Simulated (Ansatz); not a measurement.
**GaHF radical (SMILES [F][GaH]): single points off equilibrium**

An exercise on one series of results from a longer session: the logs are not shown, and one member is left open.

Method: single points in def2-TZVPP; program: Ansatz 0.2.0, Gaussian basis.

Cores are frozen in the correlated methods. Filled d shells of the heavier atoms are correlated. Orbitals are unrestricted.

**Starting geometry**

SMILES `[F][GaH]`, 3 atoms, charge 0, spin multiplicity 2.

Atoms are counted from 1 here; the program's logs count them from 0.

Bond lengths: F1–Ga2 1.773 Å, Ga2–H3 1.926 Å. Angles: F1–Ga2–H3 107.5°.

Geometry (Å):

```
F    -1.2760    0.4637   -0.6556
Ga    0.2736    0.6134    0.1932
H     1.0052   -1.1582    0.3773
```

Set-up of the first run:

File run/in.yaml:

```yaml
crystal:
  periodic: [false, false, false]
  atoms:
    - {symbol: F, position_ang: [-1.276000, 0.463700, -0.655600]}
    - {symbol: Ga, position_ang: [0.273600, 0.613400, 0.193200]}
    - {symbol: H, position_ang: [1.005200, -1.158200, 0.377300]}
basis:
  gaussian: {orbitals: def2-TZVPP}
magnetization: {spin_polarized: true, initial_magnetization: 1}
correlation: {method: ccsd_t}
scf: {omitted_lower_state_checks: [cluster_reference]}
output: {forces: true}
```

No record of the launch command was kept for these runs.

Among the steps run: CCSD(T)/def2-TZVPP; PBE0-D4/def2-TZVPP; wB97M-V/def2-TZVPP; r2SCAN-D4/def2-TZVPP; PBE-D4/def2-TZVPP; LC-wPBE/def2-TZVPP; BLYP-D4/def2-TZVPP.

One table of the session follows, with a row left open; its other results are not shown here.

| method | RMS force component (eV/Å) | angle to CCSD(T) forces (°) | dipole (D) |
| --- | --- | --- | --- |
| CCSD(T) | 0.780 | reference | 2.25 |
| PBE0-D4 | ? | ? | ? |
| wB97M-V | 0.755 | 6.1 | 2.30 |
| r2SCAN-D4 | 0.691 | 2.4 | 2.14 |
| PBE-D4 | 0.667 | 25.4 | 2.07 |
| LC-wPBE | 0.879 | 0.7 | 2.28 |
| BLYP-D4 | 0.633 | 39.6 | 2.12 |

Q: Estimate the row for PBE0-D4 from the others.

**Answer.** RMS force component (eV/Å): 0.704; angle to CCSD(T) forces (°): 3.5; dipole (D): 2.27. In the column «RMS force component (eV/Å)» it lies between r2SCAN-D4 (0.691) and wB97M-V (0.755).
